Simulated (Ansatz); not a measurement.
**C₂H₄BrFO: a ladder of functionals and wavefunction methods**

Aim: compute C₂H₄BrFO with functionals from several rungs and with coupled cluster. The yardstick is the atomisation energy at the CCSD(T) limit.

Computed with Ansatz 0.2.0, Gaussian basis. Level: functionals in def2-TZVPP, the program's frozen cores in correlated methods.

The runs, in order: LDA (SPW92), PBE-D4, revPBE-D4, BLYP-D4, r2SCAN-D4, B97M-V, PBE0-D4, B3LYP-D4, r2SCANh-D4, r2SCAN0-D4, HSE06-D4, BHLYP-D4, CAM-B3LYP-D4, LC-ωPBE, ωB97X-V, ωB97M-V, B2PLYP, PBE-QIDH; CCSD(T)/def2-SVP; CCSD(T)/def2-TZVPP; MP2/def2-QZVPP; extrapolation to the limit; RPA on PBE.

## Step 1: The relaxed structure

All runs share one geometry, relaxed beforehand with PBE0-D4 in a triple-zeta def2 set.

SMILES `CC(O)(F)Br`, 9 atoms, charge 0, spin multiplicity 1.

Atoms are counted from 1 here; the program's logs count them from 0.

Bond lengths: C1–C2 1.498 Å, C1–H6 1.088 Å, C1–H7 1.088 Å, C1–H8 1.092 Å, C2–O3 1.350 Å, C2–F4 1.363 Å, C2–Br5 1.998 Å, O3–H9 0.965 Å. Angles: C2–C1–H6 109.9°, C2–C1–H7 110.0°, C2–C1–H8 108.0°, H6–C1–H7 109.7°, H6–C1–H8 109.5°, H7–C1–H8 109.7°, C1–C2–O3 110.9°, C1–C2–F4 110.5°, C1–C2–Br5 110.1°, O3–C2–F4 110.3°, O3–C2–Br5 110.3°, F4–C2–Br5 104.7°, C2–O3–H9 109.3°.

Geometry (Å):

```mol
C2H4BrFO
  3D, bonds by distance, orders not assigned

  9  8  0  0  0  0  0  0  0  0999 V2000
   -0.9450    0.2223    0.4000 C   0  0
    0.3299   -0.1758   -0.2776 C   0  0
    1.3223   -0.3374    0.6225 O   0  0
    0.1513   -1.3205   -0.9949 F   0  0
    0.8432    1.1982   -1.6350 Br  0  0
   -0.8060    1.1653    0.9250 H   0  0
   -1.7402    0.3250   -0.3351 H   0  0
   -1.2054   -0.5592    1.1172 H   0  0
    2.1384   -0.5641    0.1608 H   0  0
  1  2  8  0
  2  3  8  0
  2  4  8  0
  2  5  8  0
  1  6  8  0
  1  7  8  0
  1  8  8  0
  3  9  8  0
M  END
```

## Step 2: LDA

This LDA is Slater exchange with PW92 correlation.

File in.yaml:

```yaml
crystal:
  periodic: [false, false, false]
  atoms:
    - {symbol: C, position_ang: [-0.945025, 0.222326, 0.400004]}
    - {symbol: C, position_ang: [0.329932, -0.175789, -0.277649]}
    - {symbol: O, position_ang: [1.322350, -0.337395, 0.622516]}
    - {symbol: F, position_ang: [0.151291, -1.320459, -0.994896]}
    - {symbol: Br, position_ang: [0.843186, 1.198227, -1.635000]}
    - {symbol: H, position_ang: [-0.805972, 1.165281, 0.924988]}
    - {symbol: H, position_ang: [-1.740222, 0.325041, -0.335095]}
    - {symbol: H, position_ang: [-1.205356, -0.559205, 1.117182]}
    - {symbol: H, position_ang: [2.138417, -0.564126, 0.160850]}
basis:
  gaussian: {orbitals: def2-TZVPP}
hamiltonian: {xc: lda}
output: {orbitals: {seedname: orbitals}}
```

Command:

```sh
> ansatz run in.yaml --threads 4 --pin off --events-out ev --progress --plain --max-ram 10444MiB
```

After this run come: PBE-D4 (GGA); revPBE-D4 (GGA); BLYP-D4 (GGA); r2SCAN-D4 (meta-GGA); B97M-V (meta-GGA); B3LYP-D4 (hybrid); r2SCANh-D4 (hybrid); r2SCAN0-D4 (hybrid); HSE06-D4 (hybrid); BHLYP-D4 (hybrid); CAM-B3LYP-D4 (range-separated); LC-ωPBE (range-separated); ωB97X-V (range-separated); ωB97M-V (range-separated); B2PLYP (double hybrid); PBE-QIDH (double hybrid); CCSD(T) in def2-SVP; CCSD(T) in def2-TZVPP; MP2 in def2-QZVPP; RPA on PBE orbitals.

Q: Predict the results of all the runs planned. Wanted: atomisation energy, CCSD(T)/CBS; farthest beyond LDA; mean size of error, GGA; mean size of error, meta-GGA; mean size of error, hybrid; mean size of error, range-separated; mean size of error, double hybrid; gap, smallest and largest; T1 diagnostic.

**Answer**, as computed:

| quantity | value |
| --- | --- |
| atomisation energy, CCSD(T)/CBS | 801.6 kcal/mol |
| functionals within 8.0 kcal/mol (1.0 %) | revPBE-D4, BLYP-D4, r2SCAN-D4, B97M-V, PBE0-D4, B3LYP-D4, r2SCANh-D4, HSE06-D4, CAM-B3LYP-D4, LC-ωPBE, ωB97X-V, ωB97M-V, PBE-QIDH |
| farthest beyond LDA | BHLYP-D4 (-38.5 kcal/mol) |
| mean size of error, GGA | 9.0 kcal/mol |
| mean size of error, meta-GGA | 3.2 kcal/mol |
| mean size of error, hybrid | 11.4 kcal/mol |
| mean size of error, range-separated | 1.2 kcal/mol |
| mean size of error, double hybrid | 9.1 kcal/mol |
| gap, smallest and largest | 5.31 eV (BLYP-D4), 12.95 eV (LC-ωPBE) |
| T1 diagnostic | 0.0100 |
| triples share of the correlation energy | 3.5 % |

LDA overbinds by 144.1 kcal/mol (18 %). PBE-D4 is off by +25.6 kcal/mol. Double hybrids carry the basis error of their MP2 part in triple zeta, and no dispersion term here, so their miss is partly the set-up's. The rungs range-separated, meta-GGA miss on average by less than the doubt on the reference (8.0 kcal/mol), so they tie. Misses under about 8.0 kcal/mol are within the doubt on the reference itself, which lacks core-valence correlation, relativity and higher excitations, and its outer-core shells are covered unevenly. All levels share the lack of spin-orbit coupling, which lowers the free heavy atoms and so the true binding. Hartree-Fock recovers 69 % of the binding; the rest is correlation. CCSD(T) in def2-SVP is off by -44.1 kcal/mol, which most functionals beat. The gap grows from 5.3 to 13.0 eV across the functionals, mostly with the share of exact exchange. Correlated methods include outer-core shells of Br, which these sets cover unevenly.
